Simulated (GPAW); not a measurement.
The system is Ti3Se.

```
Se Ti
1.0
     3.19745    0.00000    0.00000
    -1.59872    2.76907    0.00000
     0.00000    0.00000    7.94275
Se Ti
1 3
Direct
  0.00000 0.00000 0.00000
  0.66667 0.33333 0.50000
  0.33333 0.66667 0.77290
  0.33333 0.66667 0.22710
```

The cell comes from a database or a generator and needn't be the stable form of this composition.

Base run:

* Program: GPAW 26.7.0
* Functional: PBEsol
* Potentials or basis: PAW data sets generated in the run's folder for this functional
* Cutoff: 600 eV
* Basis: pw
* k mesh: 7 × 7 × 3
* Occupations: fermi-dirac, width 0.05 eV
* Spin: no spin polarisation

Its results: pressure -4.6 GPa; largest force 0.106 eV/Å.

Q: The run is repeated on the same cell with these changes: hubbard terms from none to Ti d U = 1 eV. What comes out?

A: Pressure -3.6 GPa; largest force 0.129 eV/Å.

Caveats: U without spin polarisation on a metal has little footing (some runs).

Not every run made on this cell is shown here.
